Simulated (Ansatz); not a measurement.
**AlF3 (SMILES [F][Al]([F])[F]) at MP2/STO-3G**

What is the energy change on altering one bond length of AlF3 at MP2/STO-3G? 

The calculation is run with Ansatz 0.2.0.

38 further runs of the same task are left out: 6 that didn't finish, 32 set aside as unsound or not needed.

**1. The system as given**

The species is AlF3 (4 atoms), meant as a singlet with charge 0. SMILES: `[F][Al]([F])[F]`. The shape comes from GFN2-xTB, which is rough for such elements, and wasn't checked as a minimum.

Bond lengths: Al1–F2 1.631 Å, Al1–F3 1.631 Å, Al1–F4 1.631 Å. Angles: F2–Al1–F3 120.0°, F2–Al1–F4 120.0°, F3–Al1–F4 120.0°.

**2. The energy at MP2/STO-3G**

run.yaml reads:

```yaml
basis:
  gaussian:
    orbitals: STO-3G
crystal:
  periodic: [false, false, false]
  atoms:
    - {symbol: Al, position_ang: [-0.000200, -0.000290, -0.001260]}
    - {symbol: F, position_ang: [1.630840, -0.027090, 0.013490]}
    - {symbol: F, position_ang: [-0.791540, 1.425990, -0.016640]}
    - {symbol: F, position_ang: [-0.839100, -1.398610, 0.004400]}
correlation:
  method: mp2
  frozen_orbitals: {Al: 5, F: 1}
accuracy: high
```

Started as:

```sh
$ ansatz run run.yaml --threads 1 --pin off --max-ram 2610MiB --events-out events.jsonl --progress --plain --runs-dir runs
```

What it wrote:

```text
Warning: RAYON_NUM_THREADS=1 ignored (pool sized by the plan → 1); use --threads N
Functional definition: HF
  name "HF"
  exchange = exact_x
  correlation = 0
448 factors; integrals over basis functions are off by at most 4.3e-8 eV
mean field evaluation 1: about -14506.9252 eV, gradient 2.9e1 eV
mean field evaluation 2: about -14506.9549 eV, gradient 2.9e1 eV
mean field evaluation 4: about -14510.4035 eV, gradient 8.9e-1 eV
mean field evaluation 8: about -14510.4058 eV, gradient 8.6e-6 eV
mean field -14510.40580721 eV, -533.2475779086 hartree, gradient 9.6e-8 eV, S^2 0.000000; 0 other end points of the search recorded, 0 dependent functions left out
8 core orbitals not correlated: weight in the atoms' cores, before any rotation towards them, 1.000 or more for the frozen orbitals, at most 0.000 for the correlated occupied ones
reference -14510.40580721 eV, -533.2475779086 hartree; 12, 12 occupied and 4, 4 virtual orbitals, 448 factors
second order -1.92239807 eV of doubles, -0.00000000 eV of singles
Total energy: -14512.32820527 eV, -533.3182247345 hartree
```

It took 0.14 s on 1 thread of Arm Neoverse V1, shared host.

**3. The distorted shape, same level**

in.yaml reads:

```yaml
crystal:
  periodic: [false, false, false]
  atoms:
    - {symbol: Al, position_ang: [0.197650, -0.356888, 0.002585]}
    - {symbol: F, position_ang: [1.828690, -0.383688, 0.017335]}
    - {symbol: F, position_ang: [-0.791540, 1.425990, -0.016640]}
    - {symbol: F, position_ang: [-0.641250, -1.755208, 0.008245]}
basis:
  gaussian:
    orbitals: STO-3G
correlation:
  method: mp2
  frozen_orbitals: {Al: 5, F: 1}
accuracy: high
```

Started as:

```sh
$ ansatz run in.yaml --threads 1 --pin off --max-ram 2610MiB --events-out events.jsonl --progress --plain --runs-dir runs
```

What it wrote:

```text
Warning: RAYON_NUM_THREADS=1 ignored (pool sized by the plan → 1); use --threads N
Functional definition: HF
  name "HF"
  exchange = exact_x
  correlation = 0
432 factors; integrals over basis functions are off by at most 4.3e-8 eV
mean field evaluation 1: about -14503.0891 eV, gradient 3.1e1 eV
mean field evaluation 2: about -14503.1130 eV, gradient 3.1e1 eV
mean field evaluation 4: about -14508.1098 eV, gradient 1.3e0 eV
mean field evaluation 8: about -14508.1179 eV, gradient 8.5e-5 eV
mean field -14508.11794055 eV, -533.1635003598 hartree, gradient 1.5e-8 eV, S^2 0.000000; 0 other end points of the search recorded, 0 dependent functions left out; unrestricted orbitals would lower it
mean field evaluation 16: about -14508.1168 eV, gradient 3.1e-1 eV
8 core orbitals not correlated: weight in the atoms' cores, before any rotation towards them, 1.000 or more for the frozen orbitals, at most 0.000 for the correlated occupied ones
reference -14508.11794055 eV, -533.1635003598 hartree; 12, 12 occupied and 4, 4 virtual orbitals, 432 factors
second order -2.22621247 eV of doubles, -0.00000000 eV of singles
Total energy: -14510.34415302 eV, -533.2453121590 hartree
```

Wall time 0.16 s (1 thread of Arm Neoverse V1, shared host).

**4. Results**

At MP2/STO-3G, 8 core orbitals frozen:

| quantity | value |
| --- | --- |
| first shape: total energy | -533.31822 Eh |
| first shape: correlation energy (8 core orbitals frozen) | -70.6 mEh |
| distorted shape: total energy | -533.24531 Eh |
| distorted shape: correlation energy (8 core orbitals frozen) | -81.8 mEh |
| energy change with the Al1–F3 bond stretched from 1.631 to 2.039 Å | 1.984 eV |

In words: With the Al1–F3 bond stretched from 1.631 to 2.039 Å the energy rises by 1.98 eV (46 kcal/mol). The first shape isn't relaxed at this level, so the change isn't measured from a minimum. The minimal basis adds a large error of its own. The restricted solution (distorted shape) is unstable to spin breaking: an unrestricted one lies lower.
